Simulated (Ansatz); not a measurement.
# Li: the cost of one run

Computed with Ansatz 0.2.0 (DFT LDA, scalar-relativistic, plane waves, PAW, unless a step's input says otherwise).

**1. The starting structure**

It takes space group Im-3m (No. 229, cubic). Conventional cell: a = 3.450 Å, b = 3.450 Å, c = 3.450 Å, α = 90.00°, β = 90.00°, γ = 90.00°. Li (site symmetry m-3m) has 8 Li at 2.99 Å as nearest neighbours.

As a file:

```cif
data_structure
_symmetry_space_group_name_H-M 'P 1'
_symmetry_Int_Tables_number 1
_cell_length_a 3.4500
_cell_length_b 3.4500
_cell_length_c 3.4500
_cell_angle_alpha 90.000
_cell_angle_beta 90.000
_cell_angle_gamma 90.000
_cell_volume 41.06
loop_
_atom_site_label
_atom_site_type_symbol
_atom_site_fract_x
_atom_site_fract_y
_atom_site_fract_z
_atom_site_occupancy
Li1 Li 0.00000 0.00000 0.00000 1
Li2 Li 0.50000 0.50000 0.50000 1
```

**2. Relaxing cell and atoms: Li, no spin**

input.yaml reads:

```yaml
crystal:
  lattice:
    - [3.45, 0.0, 0.0]
    - [0.0, 3.45, 0.0]
    - [0.0, 0.0, 3.45]
  atoms:
    - { symbol: Li, position: [0.0, 0.0, 0.0] }
    - { symbol: Li, position: [0.5, 0.5, 0.5] }
scf:
  occupations: { method: methfessel_paxton, width: 0.1 }
output:
  forces: true
  stress: true
  eigenvalues: true
hamiltonian:
  xc: lda
kpoints:
  mp_grid: { grid: [20, 20, 20] }
relax:
  f_tol: 0.005
  cell: { stress_tol: 0.02 }
```

On the command line:

```sh
> ansatz run input.yaml --threads 4 --pin off --max-ram 14336MiB --backend cpu --events-out ev --progress --plain --runs-dir out
```

**Question.** How long does this run take on 4 threads of Intel Xeon 6975P-C (Granite Rapids), shared host, and how much memory does it need?

About 2.9 s, with a peak of 0.45 GiB.
